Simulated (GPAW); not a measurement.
Crystal: TaN.

```
CELL_PARAMETERS angstrom
0.00000 2.17900 2.17900
2.17900 0.00000 2.17900
2.17900 2.17900 0.00000
ATOMIC_POSITIONS crystal
Ta 0.50000 0.50000 0.50000
N 0.00000 0.00000 0.00000
```

Base run:

```yaml
Program: GPAW 26.7.0
Functional: PBEsol
Potentials_or_basis: PAW data sets generated in the run's folder for this functional
Cutoff: 800 eV
Basis: pw
k_mesh: 10 × 10 × 10
Occupations: fermi-dirac, width 0.05 eV
Spin: no spin polarisation
Hubbard_terms: Ta d U = 6 eV
```

Its results: pressure 22.2 GPa.

Task: After a change of settings the same cell gave: pressure 18.7 GPa. Which change was it?
A. hubbard terms from Ta d U = 6 eV to Ta d U = 5 eV
B. hubbard terms from Ta d U = 6 eV to none
C. hubbard terms from Ta d U = 6 eV to Ta d U = 1 eV

Result: A.

Caveats: U without spin polarisation on a metal has little footing.
